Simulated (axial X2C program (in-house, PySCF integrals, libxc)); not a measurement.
# AsSi: EOM-IP-CCSD levels

Wanted for AsSi: EOM-IP-CCSD levels, at the two-component level.

Method: two-component X2C with atomic mean-field terms, As dyall-acv3z, Si dyall-av3z; program: an in-house X2C program for linear molecules on PySCF integrals.

All values are calculated.

### Step 1. The job

File task.json:

```json
{"zs": [33, 14], "q": 0, "bas": ["dyall-acv3z", "dyall-av3z"], "r0": 2.37, "eom": "ip", "rq": -1, "thr": -2.0, "nmax": 95, "grid": [1, 0.96, 1.045, 0.92, 1.09, 1.15]}
```

Keys: zs atomic numbers; q charge; bas basis sets; r0 starting distance in Å; eom kind of EOM run; thr threshold in hartree for freezing inner shells (an s shell follows its p shell); nmax most natural virtual spinors; grid distances as factors.

Command:

```console
> python soeom.py task.json out
```

The runs that follow: EOM-IP-CCSD at 2.105 Å.

**Question.** What will these runs give? Wanted: next root; T1 of the reference; lowest state, Re and ωe.

**Answer**, as computed:

| quantity | value |
| --- | --- |
| lowest root at 2.105 Å | Ω = 3/2, 2.957 eV |
| next root | Ω = 1/2, about 360 cm⁻¹ higher |
| T1 of the reference | 0.022 |
| lowest state, Re and ωe | 2.175 Å, 515 cm⁻¹ |

The first ionisation of AsSi⁻ costs 2.96 eV and empties a spinor of 53% As pπ, 35% Si pπ. Errors of 0.1 to 0.3 eV are usual at this size, and roots led by higher excitations are left out, so the list is incomplete, and low states of that kind can be missing. The bond is 0.057 Å longer than in the closed-shell reference at CCSD (2.117 Å).
